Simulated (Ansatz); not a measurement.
**PbS: the cell at several levels of theory**

How does the equilibrium cell of PbS, database structure depend on the functional? It is relaxed with PBE-D3(BJ) and r2SCAN+rVV10.

The runs shown are made with Ansatz 0.2.0. PAW datasets, plane waves, zero pressure. (Simulation; spin polarisation is off.)

## 1. The cell

It is orthorhombic, Pnma (No. 62); a = 8.433 Å, b = 4.231 Å, c = 5.982 Å in the conventional setting, 26.68 Å³ an atom. Pb has 6 S at 2.98–3.00 Å; S has 6 Pb at 2.98–3.00 Å.

As a file:

```cif
data_structure
_symmetry_space_group_name_H-M 'Pnma'
_symmetry_Int_Tables_number 62
_cell_length_a 8.4332
_cell_length_b 4.2305
_cell_length_c 5.9825
_cell_angle_alpha 90.000
_cell_angle_beta 90.000
_cell_angle_gamma 90.000
_cell_volume 213.44
loop_
_atom_site_label
_atom_site_type_symbol
_atom_site_symmetry_multiplicity
_atom_site_Wyckoff_symbol
_atom_site_fract_x
_atom_site_fract_y
_atom_site_fract_z
_atom_site_occupancy
Pb1 Pb 4 c 0.12376 0.75000 0.75009 1
S1 S 4 c 0.87476 0.25000 0.75095 1
```

## 2. Relaxation with PBE-D3(BJ)

The input, input.yaml:

```yaml
crystal:
  lattice:
    - [8.43319393, 0.0, 0.0]
    - [0.0, 4.23050716, 0.0]
    - [0.0, 0.0, 5.9824948]
  atoms:
    - { symbol: Pb, position: [0.12376494, 0.75, 0.75008876] }
    - { symbol: Pb, position: [0.62376494, 0.75, 0.74991124] }
    - { symbol: Pb, position: [0.87623506, 0.25, 0.24991124] }
    - { symbol: Pb, position: [0.37623506, 0.25, 0.25008876] }
    - { symbol: S, position: [0.87475634, 0.25, 0.75094903] }
    - { symbol: S, position: [0.37475634, 0.25, 0.74905097] }
    - { symbol: S, position: [0.12524366, 0.75, 0.24905097] }
    - { symbol: S, position: [0.62524366, 0.75, 0.25094903] }
kpoints:
  mp_grid: { grid: [4, 6, 4] }
hamiltonian:
  xc: pbe
  dispersion: d3bj
scf:
  occupations: { method: fermi_dirac, width: 0.02 }
relax:
  f_tol: 0.005
  cell: {}
```

Started as:

```sh
$ ansatz run input.yaml --threads 4 --pin off --max-ram 5529MiB --backend cpu --events-out ev --progress --plain --runs-dir out
```

Further steps of the session: Relaxation with r2SCAN+rVV10.

What does the calculation give? Wanted: for each run, volume; space group; SCF geometries.

As calculated:

| level | volume (Å³/atom) | space group | SCF geometries |
| --- | --- | --- | --- |
| PBE-D3(BJ) | 26.159 | Pmmn | 6 |
| r2SCAN+rVV10 | 26.242 | I4/mmm | 4 |

**Reading.** From the start to the first minimum the volume moved by -2.0 %. PBE-D3(BJ) gives the smallest cell and r2SCAN+rVV10 the largest; they differ by 0.3 % in volume, a mean of 0.1 % in length. The levels do not end in the same space group: PBE-D3(BJ) Pmmn, r2SCAN+rVV10 I4/mmm.
